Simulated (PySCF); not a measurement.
# BF₂H₃SSi: core binding energies at several levels of theory, part 3 of 3

PySCF 2.14.0. Atoms count from 0.

**8. X-ray photoelectron lines: SCAN, X2C**

What the job is given:

```
{"job": {"kind": "xps", "basis": "def2-TZVP"}, "charge": 0, "multiplicity": 1}
F      1.517547    -1.952508    -0.357643
B      1.110086    -0.754061     0.003537
F      2.043777     0.095087     0.391591
Si    -0.836558    -0.178513    -0.011975
S     -0.878699     1.897891    -0.577956
H     -1.446221    -0.434116     1.331656
H     -1.630172    -0.913330    -1.037515
H      0.176237     2.220268     0.203571
```

Method: delta-SCF UKS SCAN, def2-TZVP on the ionised atom, pcseg-1 elsewhere, spin-free X2C.

Standard output:

```text
ground state, core basis on atom 0 (F), 110 functions
  cycle   1  E = -915.73122353  |g| = 6.73e-01
  cycle   2  E = -915.55422989  |g| = 1.25e+00
  cycle   3  E = -915.80586599  |g| = 6.81e-02
  cycle   4  E = -915.80652027  |g| = 4.61e-02
  cycle   5  E = -915.80690070  |g| = 1.09e-02
  cycle   6  E = -915.80692438  |g| = 4.39e-03
  cycle   7  E = -915.80692674  |g| = 1.18e-03
  cycle   8  E = -915.80692864  |g| = 3.61e-04
  E(ground) = -915.84539838 Eh
hole in F 1s of atom 0
  cycle   1  E = -889.41740984  |g| = 2.46e+00
  cycle   2  E = -888.08093470  |g| = 2.11e+00
  cycle   3  E = -889.51075508  |g| = 9.82e-01
  cycle   4  E = -890.25335534  |g| = 2.14e-01
  cycle   5  E = -890.26225673  |g| = 1.53e-01
  cycle   6  E = -890.27414388  |g| = 4.71e-02
  cycle   7  E = -890.27474620  |g| = 1.92e-02
  cycle   8  E = -890.27494278  |g| = 3.91e-03
  cycle   9  E = -890.27495247  |g| = 9.73e-04
  cycle  10  E = -890.27495362  |g| = 4.41e-04
  E(ion) = -890.32109821 Eh   <S^2> = 0.7558   hole on atom = 1.000   binding energy = 694.552 eV
ground state, core basis on atom 1 (B), 110 functions
  cycle   1  E = -915.76999868  |g| = 1.12e-01
  cycle   2  E = -915.76573198  |g| = 1.97e-01
  cycle   3  E = -915.77188771  |g| = 8.85e-03
  cycle   4  E = -915.77189642  |g| = 5.20e-03
  cycle   5  E = -915.77189991  |g| = 8.72e-04
  cycle   6  E = -915.77190039  |g| = 1.70e-04
  E(ground) = -915.80903209 Eh
hole in B 1s of atom 1
  cycle   1  E = -908.04599223  |g| = 1.14e+00
  cycle   2  E = -905.95872349  |g| = 1.89e+00
  cycle   3  E = -908.16064037  |g| = 5.77e-01
  cycle   4  E = -908.33943886  |g| = 3.40e-01
  cycle   5  E = -908.39403025  |g| = 1.96e-01
  cycle   6  E = -908.39467324  |g| = 1.84e-01
  cycle   7  E = -908.41943557  |g| = 7.25e-02
  cycle   8  E = -908.39475798  |g| = 1.73e-01
  cycle   9  E = -908.42372752  |g| = 1.40e-02
  cycle  10  E = -908.42309500  |g| = 2.97e-02
  cycle  11  E = -908.42375548  |g| = 1.46e-02
  cycle  12  E = -908.42396529  |g| = 4.91e-03
  cycle  13  E = -908.42398856  |g| = 4.49e-04
  cycle  14  E = -908.42398650  |g| = 1.48e-03
  cycle  15  E = -908.42398856  |g| = 6.18e-04
  cycle  16  E = -908.42398879  |g| = 1.74e-04
  E(ion) = -908.46442347 Eh   <S^2> = 0.9525   hole on atom = 1.000   binding energy = 199.857 eV
ground state, core basis on atom 3 (Si), 112 functions
  cycle   1  E = -915.79457928  |g| = 5.15e-02
  cycle   2  E = -915.79407873  |g| = 6.58e-02
  cycle   3  E = -915.79496795  |g| = 1.31e-02
  cycle   4  E = -915.79500062  |g| = 2.35e-03
  cycle   5  E = -915.79500110  |g| = 5.47e-04
  cycle   6  E = -915.79500253  |g| = 2.57e-04
  E(ground) = -915.79003287 Eh
hole in Si 1s of atom 3
  cycle   1  E = -846.82147608  |g| = 2.95e+00
  cycle   2  E = -846.68141553  |g| = 1.80e+00
  cycle   3  E = -847.25475672  |g| = 8.39e-01
  cycle   4  E = -847.72949352  |g| = 2.45e-01
  cycle   5  E = -847.75481225  |g| = 1.16e-01
  cycle   6  E = -847.76006299  |g| = 3.07e-02
  cycle   7  E = -847.76045082  |g| = 1.01e-02
  cycle   8  E = -847.76051025  |g| = 3.56e-03
  cycle   9  E = -847.76051649  |g| = 1.36e-03
  cycle  10  E = -847.76051595  |g| = 8.49e-04
  cycle  11  E = -847.76051872  |g| = 2.18e-04
  E(ion) = -847.76484410 Eh   <S^2> = 0.7524   hole on atom = 1.000   binding energy = 1851.060 eV
hole in Si 2p of atom 3
  cycle   1  E = -911.49496882  |g| = 1.18e+00
  cycle   2  E = -911.17976791  |g| = 1.15e+00
  cycle   3  E = -911.68150623  |g| = 4.45e-01
  cycle   4  E = -911.80938492  |g| = 1.07e-01
  cycle   5  E = -911.81328418  |g| = 5.70e-02
  cycle   6  E = -911.81471553  |g| = 1.46e-02
  cycle   7  E = -911.81480693  |g| = 4.20e-03
  cycle   8  E = -911.81481425  |g| = 1.65e-03
  cycle   9  E = -911.81481613  |g| = 8.38e-04
  cycle  10  E = -911.81481448  |g| = 1.50e-04
  E(ion) = -911.82380210 Eh   <S^2> = 0.7521   hole on atom = 1.003   binding energy = 107.927 eV
  2p3/2 = 107.684 eV   2p1/2 = 108.296 eV
ground state, core basis on atom 4 (S), 112 functions
  cycle   1  E = -915.78365795  |g| = 4.61e-02
  cycle   2  E = -915.78327080  |g| = 5.22e-02
  cycle   3  E = -915.78418637  |g| = 1.01e-02
  cycle   4  E = -915.78420766  |g| = 3.14e-03
  cycle   5  E = -915.78421043  |g| = 7.64e-04
  cycle   6  E = -915.78421031  |g| = 2.24e-04
  E(ground) = -915.80745585 Eh
hole in S 1s of atom 4
  cycle   1  E = -823.51954085  |g| = 3.44e+00
  cycle   2  E = -823.42615657  |g| = 1.87e+00
  cycle   3  E = -823.67029875  |g| = 1.19e+00
  cycle   4  E = -824.58649019  |g| = 1.15e-01
  cycle   5  E = -824.59024919  |g| = 8.33e-02
  cycle   6  E = -824.59374719  |g| = 2.58e-02
  cycle   7  E = -824.59390705  |g| = 1.35e-02
  cycle   8  E = -824.59397867  |g| = 2.39e-03
  cycle   9  E = -824.59397962  |g| = 1.42e-03
  cycle  10  E = -824.59398031  |g| = 2.28e-04
  E(ion) = -824.61137508 Eh   <S^2> = 0.7512   hole on atom = 1.000   binding energy = 2481.572 eV
hole in S 2p of atom 4
  cycle   1  E = -909.09013646  |g| = 1.46e+00
  cycle   2  E = -908.96333954  |g| = 1.15e+00
  cycle   3  E = -909.45425608  |g| = 3.16e-01
  cycle   4  E = -909.51227271  |g| = 1.08e-01
  cycle   5  E = -909.51529236  |g| = 6.39e-02
  cycle   6  E = -909.51676081  |g| = 1.46e-02
  cycle   7  E = -909.51683971  |g| = 5.73e-03
  cycle   8  E = -909.51685371  |g| = 2.77e-03
  cycle   9  E = -909.51685611  |g| = 7.18e-04
  cycle  10  E = -909.51685405  |g| = 2.05e-04
  E(ion) = -909.54790015 Eh   <S^2> = 0.7530   hole on atom = 1.001   binding energy = 170.331 eV
  2p3/2 = 170.090 eV   2p1/2 = 171.310 eV
```

Run time: 21 s. Hardware: 1 thread of Arm Neoverse V1, shared host; peak memory 0.49 GiB.

The holes in one table. −ε is the ground-state orbital energy:

| hole | stands for | environment | ΔSCF (eV; 2p as the shell's mean) | −ε (eV) | ⟨S²⟩ |
| --- | --- | --- | --- | --- | --- |
| F1s on F0 | F0, F2 | fluorine bonded to B | 694.55 | 667.7 | 0.756 |
| B1s on B1 | B1 | boron bonded to 2 F, Si | 199.86 (doubtful) | 183.3 | 0.952 |
| Si1s on Si3 | Si3 | silicon bonded to B, S, 2 H | 1851.06 | 1795.1 | 0.752 |
| Si2p on Si3 | Si3 | silicon bonded to B, S, 2 H | 107.89 | 97.0 | 0.752 |
| S1s on S4 | S4 | sulfur bonded to Si, H | 2481.57 | 2416.3 | 0.751 |
| S2p on S4 | S4 | sulfur bonded to Si, H | 170.50 | 158.5 | 0.753 |

Each hole run stands for the others of its class of like atoms.

Doubtful: the ion did not converge, its hole moved, or its ⟨S²⟩ is well above 0.75.

With the spin-orbit splitting: Si3 2p3/2 107.68, 2p1/2 108.30 eV; S4 2p3/2 170.09, 2p1/2 171.31 eV. The table gives each 2p level as the mean over the whole 2p shell (two parts 2p3/2, one part 2p1/2), which differs a little from the single hole in the log.

**9. X-ray photoelectron lines: SCAN, non-relativistic**

Settings changed since step 8:

```diff
@@ -1,2 +1,2 @@
-{"job": {"kind": "xps", "basis": "def2-TZVP"}, "charge": 0, "multiplicity": 1}
+{"job": {"kind": "xps", "x2c": false}, "charge": 0, "multiplicity": 1}
 F      1.517547    -1.952508    -0.357643
```

Level: delta-SCF UKS SCAN, pcX-2 on the ionised atom, pcseg-1 elsewhere, non-relativistic.

Standard output:

```text
ground state, core basis on atom 0 (F), 124 functions
  cycle   1  E = -914.03979571  |g| = 6.66e-01
  cycle   2  E = -913.87057525  |g| = 1.24e+00
  cycle   3  E = -914.11115894  |g| = 6.56e-02
  cycle   4  E = -914.11158843  |g| = 5.31e-02
  cycle   5  E = -914.11208196  |g| = 1.12e-02
  cycle   6  E = -914.11210167  |g| = 5.56e-03
  cycle   7  E = -914.11210705  |g| = 1.35e-03
  cycle   8  E = -914.11211050  |g| = 3.57e-04
  E(ground) = -914.15117847 Eh
hole in F 1s of atom 0
  cycle   1  E = -887.74780556  |g| = 2.57e+00
  cycle   2  E = -886.37999411  |g| = 2.36e+00
  cycle   3  E = -887.96049611  |g| = 9.26e-01
  cycle   4  E = -888.59253434  |g| = 2.64e-01
  cycle   5  E = -888.61567799  |g| = 1.60e-01
  cycle   6  E = -888.62885745  |g| = 5.23e-02
  cycle   7  E = -888.62974647  |g| = 2.03e-02
  cycle   8  E = -888.62994663  |g| = 3.91e-03
  cycle   9  E = -888.62995446  |g| = 1.15e-03
  cycle  10  E = -888.62995616  |g| = 3.56e-04
  E(ion) = -888.67641738 Eh   <S^2> = 0.7565   hole on atom = 1.000   binding energy = 693.204 eV
ground state, core basis on atom 1 (B), 124 functions
  cycle   1  E = -914.07123751  |g| = 1.19e-01
  cycle   2  E = -914.06680447  |g| = 2.03e-01
  cycle   3  E = -914.07326712  |g| = 1.06e-02
  cycle   4  E = -914.07326745  |g| = 1.05e-02
  cycle   5  E = -914.07328556  |g| = 1.42e-03
  cycle   6  E = -914.07328473  |g| = 1.96e-04
  E(ground) = -914.11112849 Eh
hole in B 1s of atom 1
  cycle   1  E = -906.34726539  |g| = 1.16e+00
  cycle   2  E = -904.15404702  |g| = 2.07e+00
  cycle   3  E = -906.51782024  |g| = 5.29e-01
  cycle   4  E = -906.09930849  |g| = 8.12e-01
  cycle   5  E = -906.70381273  |g| = 2.03e-01
  cycle   6  E = -906.73220369  |g| = 1.26e-01
  cycle   7  E = -906.59962868  |g| = 3.63e-01
  cycle   8  E = -906.65287185  |g| = 2.89e-01
  cycle   9  E = -906.65624349  |g| = 2.84e-01
  cycle  10  E = -906.64082801  |g| = 3.09e-01
  cycle  11  E = -906.63437693  |g| = 3.19e-01
  cycle  12  E = -906.63568866  |g| = 3.18e-01
  cycle  13  E = -906.61858109  |g| = 3.40e-01
  cycle  14  E = -906.73129769  |g| = 8.52e-02
  cycle  15  E = -906.73789303  |g| = 1.76e-02
  cycle  16  E = -906.73801833  |g| = 1.34e-02
  cycle  17  E = -906.73814272  |g| = 7.11e-03
  cycle  18  E = -906.73817201  |g| = 4.19e-03
  cycle  19  E = -906.73818529  |g| = 1.50e-03
  cycle  20  E = -906.73818593  |g| = 1.20e-03
  cycle  21  E = -906.73818710  |g| = 6.42e-04
  cycle  22  E = -906.73818736  |g| = 1.22e-04
  E(ion) = -906.77834996 Eh   <S^2> = 0.9899   hole on atom = 1.000   binding energy = 199.535 eV
ground state, core basis on atom 3 (Si), 135 functions
  cycle   1  E = -914.10783292  |g| = 2.82e-02
  cycle   2  E = -914.10774748  |g| = 2.98e-02
  cycle   3  E = -914.10790818  |g| = 9.82e-03
  cycle   4  E = -914.10792397  |g| = 2.30e-03
  cycle   5  E = -914.10792185  |g| = 4.55e-04
  E(ground) = -914.10380395 Eh
hole in Si 1s of atom 3
  cycle   1  E = -845.32024292  |g| = 4.32e+00
  cycle   2  E = -845.20815434  |g| = 2.21e+00
  cycle   3  E = -845.75449943  |g| = 9.60e-01
  cycle   4  E = -846.28253826  |g| = 4.07e-01
  cycle   5  E = -846.36688843  |g| = 1.39e-01
  cycle   6  E = -846.37326309  |g| = 5.74e-02
  cycle   7  E = -846.37446313  |g| = 1.83e-02
  cycle   8  E = -846.37465506  |g| = 6.21e-03
  cycle   9  E = -846.37467253  |g| = 2.52e-03
  cycle  10  E = -846.37467449  |g| = 1.08e-03
  cycle  11  E = -846.37467674  |g| = 2.85e-04
  E(ion) = -846.37868268 Eh   <S^2> = 0.7527   hole on atom = 1.000   binding energy = 1842.894 eV
hole in Si 2p of atom 3
  cycle   1  E = -909.80985538  |g| = 1.23e+00
  cycle   2  E = -909.50469176  |g| = 1.22e+00
  cycle   3  E = -910.02249984  |g| = 4.14e-01
  cycle   4  E = -910.12786510  |g| = 1.22e-01
  cycle   5  E = -910.13362471  |g| = 5.74e-02
  cycle   6  E = -910.13500719  |g| = 1.65e-02
  cycle   7  E = -910.13511196  |g| = 5.83e-03
  cycle   8  E = -910.13512702  |g| = 2.12e-03
  cycle   9  E = -910.13512876  |g| = 9.29e-04
  cycle  10  E = -910.13513077  |g| = 2.48e-04
  E(ion) = -910.14382658 Eh   <S^2> = 0.7524   hole on atom = 1.002   binding energy = 107.756 eV
  2p3/2 = 107.512 eV   2p1/2 = 108.130 eV
ground state, core basis on atom 4 (S), 135 functions
  cycle   1  E = -914.09929985  |g| = 5.00e-02
  cycle   2  E = -914.09900159  |g| = 5.31e-02
  cycle   3  E = -914.09966860  |g| = 8.18e-03
  cycle   4  E = -914.09968948  |g| = 2.88e-03
  cycle   5  E = -914.09969498  |g| = 1.03e-03
  cycle   6  E = -914.09969286  |g| = 2.01e-04
  E(ground) = -914.12326510 Eh
hole in S 1s of atom 4
  cycle   1  E = -822.14827501  |g| = 5.03e+00
  cycle   2  E = -822.26240462  |g| = 2.21e+00
  cycle   3  E = -822.24725993  |g| = 1.34e+00
  cycle   4  E = -823.31390522  |g| = 2.46e-01
  cycle   5  E = -823.34533172  |g| = 9.44e-02
  cycle   6  E = -823.34817398  |g| = 5.57e-02
  cycle   7  E = -823.34907059  |g| = 2.16e-02
  cycle   8  E = -823.34923680  |g| = 4.96e-03
  cycle   9  E = -823.34924833  |g| = 1.34e-03
  cycle  10  E = -823.34924776  |g| = 6.04e-04
  cycle  11  E = -823.34924838  |g| = 1.58e-04
  E(ion) = -823.36403964 Eh   <S^2> = 0.7514   hole on atom = 1.000   binding energy = 2469.684 eV
hole in S 2p of atom 4
  cycle   1  E = -907.41383423  |g| = 1.52e+00
  cycle   2  E = -907.33665946  |g| = 1.23e+00
  cycle   3  E = -907.80645847  |g| = 2.75e-01
  cycle   4  E = -907.84394736  |g| = 1.15e-01
  cycle   5  E = -907.84723541  |g| = 6.94e-02
  cycle   6  E = -907.84882496  |g| = 1.85e-02
  cycle   7  E = -907.84893796  |g| = 7.72e-03
  cycle   8  E = -907.84896095  |g| = 2.90e-03
  cycle   9  E = -907.84896460  |g| = 8.21e-04
  cycle  10  E = -907.84896293  |g| = 2.30e-04
  E(ion) = -907.87954244 Eh   <S^2> = 0.7531   hole on atom = 1.001   binding energy = 169.900 eV
  2p3/2 = 169.656 eV   2p1/2 = 170.882 eV
```

Wall time 23 s (1 thread of Arm Neoverse V1, shared host); peak memory 0.5 GiB.

The holes in one table. −ε is the ground-state orbital energy:

| hole | stands for | environment | ΔSCF (eV; 2p as the shell's mean) | −ε (eV) | ⟨S²⟩ |
| --- | --- | --- | --- | --- | --- |
| F1s on F0 | F0, F2 | fluorine bonded to B | 693.20 | 667.1 | 0.756 |
| B1s on B1 | B1 | boron bonded to 2 F, Si | 199.54 (doubtful) | 183.3 | 0.990 |
| Si1s on Si3 | Si3 | silicon bonded to B, S, 2 H | 1842.89 | 1790.0 | 0.753 |
| Si2p on Si3 | Si3 | silicon bonded to B, S, 2 H | 107.72 | 97.0 | 0.752 |
| S1s on S4 | S4 | sulfur bonded to Si, H | 2469.68 | 2407.8 | 0.751 |
| S2p on S4 | S4 | sulfur bonded to Si, H | 170.06 | 158.4 | 0.753 |

Each hole run stands for the others of its class of like atoms.

Doubtful: the ion did not converge, its hole moved, or its ⟨S²⟩ is well above 0.75.

With the spin-orbit splitting: Si3 2p3/2 107.51, 2p1/2 108.13 eV; S4 2p3/2 169.66, 2p1/2 170.88 eV. The table gives each 2p level as the mean over the whole 2p shell (two parts 2p3/2, one part 2p1/2), which differs a little from the single hole in the log.

**10. Outcome**

What follows sums up all 3 parts.

```
                                           quantity           value
                   F1s binding energies, SCAN/pcX-2    F0 693.84 eV
                  Si1s binding energies, SCAN/pcX-2  Si3 1847.24 eV
                  Si2p binding energies, SCAN/pcX-2   Si3 107.67 eV
                   S1s binding energies, SCAN/pcX-2   S4 2477.41 eV
                   S2p binding energies, SCAN/pcX-2    S4 170.03 eV
                  F1s binding energies, B3LYP/pcX-2    F0 693.54 eV
                 Si1s binding energies, B3LYP/pcX-2  Si3 1845.85 eV
                 Si2p binding energies, B3LYP/pcX-2   Si3 107.61 eV
                  S1s binding energies, B3LYP/pcX-2   S4 2475.27 eV
                  S2p binding energies, B3LYP/pcX-2    S4 169.70 eV
                   F1s binding energies, PBE0/pcX-2    F0 692.95 eV
                  Si1s binding energies, PBE0/pcX-2  Si3 1845.05 eV
                  Si2p binding energies, PBE0/pcX-2   Si3 107.32 eV
                   S1s binding energies, PBE0/pcX-2   S4 2474.64 eV
                   S2p binding energies, PBE0/pcX-2    S4 169.52 eV
                    F1s binding energies, PBE/pcX-2    F0 692.62 eV
                   Si1s binding energies, PBE/pcX-2  Si3 1843.83 eV
                   Si2p binding energies, PBE/pcX-2   Si3 106.91 eV
                    S1s binding energies, PBE/pcX-2   S4 2473.27 eV
                    S2p binding energies, PBE/pcX-2    S4 169.10 eV
                     F1s binding energies, HF/pcX-2    F0 693.15 eV
                     B1s binding energies, HF/pcX-2    B1 200.35 eV
                    Si1s binding energies, HF/pcX-2  Si3 1848.23 eV
                    Si2p binding energies, HF/pcX-2   Si3 107.24 eV
                     S1s binding energies, HF/pcX-2   S4 2478.34 eV
                     S2p binding energies, HF/pcX-2    S4 169.45 eV
                   F1s binding energies, SCAN/pcX-1    F0 694.06 eV
                  Si1s binding energies, SCAN/pcX-1  Si3 1847.28 eV
                  Si2p binding energies, SCAN/pcX-1   Si3 107.81 eV
                   S1s binding energies, SCAN/pcX-1   S4 2477.44 eV
                   S2p binding energies, SCAN/pcX-1    S4 170.16 eV
               F1s binding energies, SCAN/def2-TZVP    F0 694.55 eV
              Si1s binding energies, SCAN/def2-TZVP  Si3 1851.06 eV
              Si2p binding energies, SCAN/def2-TZVP   Si3 107.89 eV
               S1s binding energies, SCAN/def2-TZVP   S4 2481.57 eV
               S2p binding energies, SCAN/def2-TZVP    S4 170.50 eV
 F1s binding energies, SCAN/pcX-2, non-relativistic    F0 693.20 eV
Si1s binding energies, SCAN/pcX-2, non-relativistic  Si3 1842.89 eV
Si2p binding energies, SCAN/pcX-2, non-relativistic   Si3 107.72 eV
 S1s binding energies, SCAN/pcX-2, non-relativistic   S4 2469.68 eV
 S2p binding energies, SCAN/pcX-2, non-relativistic    S4 170.06 eV
```

Single values in the summary come from the first sound run of each kind (SCAN/pcX-2), which need not be the best level.
